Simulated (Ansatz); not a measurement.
Wanted: the native input for an Ansatz 0.2.0 run.

```yaml
Task: band structure
Functional: RPBE
Potentials_or_basis: Ansatz PAW
Cutoff: "420 eV (not typed: the program's choice for these potentials)"
k_mesh: 5 × 5 × 5
Occupations: fermi-dirac, width 0.05 eV
Spin: no spin polarisation
Path: "[[\"G\", \"X\", \"Y\", \"S\", \"G\", \"Z\", \"S1\", \"N\", \"P\", \"Y1\", \"Z\"], [\"X\", \"P\"]]"
Points_for_each_segment_of_the_path: 14
```

The system is Al3Au.

```
CELL_PARAMETERS angstrom
-2.02533 2.02533 4.05660
2.02533 -2.02533 4.05660
2.02533 2.02533 -4.05660
ATOMIC_POSITIONS crystal
Au 0.00000 0.00000 0.00000
Al 0.50000 0.50000 0.00000
Al 0.25000 0.75000 0.50000
Al 0.75000 0.25000 0.50000
```

The cell comes from a database or a generator and needn't be the stable form of this composition.

These files were run (other wordings do the same):

input.yaml

```yaml
crystal:
  lattice:
    - [-2.025333, 2.025333, 4.0566]
    - [2.025333, -2.025333, 4.0566]
    - [2.025333, 2.025333, -4.0566]
  atoms:
    - { symbol: Au, position: [0.0, 0.0, 0.0] }
    - { symbol: Al, position: [0.5, 0.5, 0.0] }
    - { symbol: Al, position: [0.25, 0.75, 0.5] }
    - { symbol: Al, position: [0.75, 0.25, 0.5] }
hamiltonian:
  xc: rpbe
  pseudopotentials: { kind: paw }
kpoints:
  mp_grid: { grid: [5, 5, 5] }
  band_path:
    path:
      - [[0.0, 0.0, 0.0], [0.0, 0.0, 0.5], [-0.1246345671, 0.1246345671, 0.5], [-0.3123172836, 0.3123172836, 0.3123172836], [0.0, 0.0, 0.0], [0.5, 0.5, -0.5], [0.3123172836, 0.6876827164, -0.3123172836], [0.0, 0.5, 0.0], [0.25, 0.25, 0.25], [0.5, 0.5, -0.1246345671], [0.5, 0.5, -0.5]]
      - [[0.0, 0.0, 0.5], [0.25, 0.25, 0.25]]
    npoints: 14
scf:
  occupations: { method: fermi_dirac, width: 0.05 }
  n_extra_bands: 10
output:
  forces: true
  stress: true
  eigenvalues: true
  fatbands: false
```

Potentials or basis: Ansatz PAW.

Launch:

```console
$ ansatz run input.yaml --threads 2 --pin off --max-ram 5632MiB --backend cpu --events-out ev --progress --plain --runs-dir out
```

Results of the run:

* Pressure: 2.3 GPa
* Band gap on the k mesh: none (metal or under the smearing width)

Caveat: the k mesh is coarse (spacing up to 0.44 Å⁻¹), so the values aren't converged; spin-orbit coupling is left out, which moves the levels of the heavy elements; the PAW data sets come from PBE, with cores solved anew for the run's functional, which leaves a small shift of forces and pressure.

It took 3.6 s on 2 threads of Arm Neoverse V2, with other jobs on the host, peak memory 0.37 GiB.
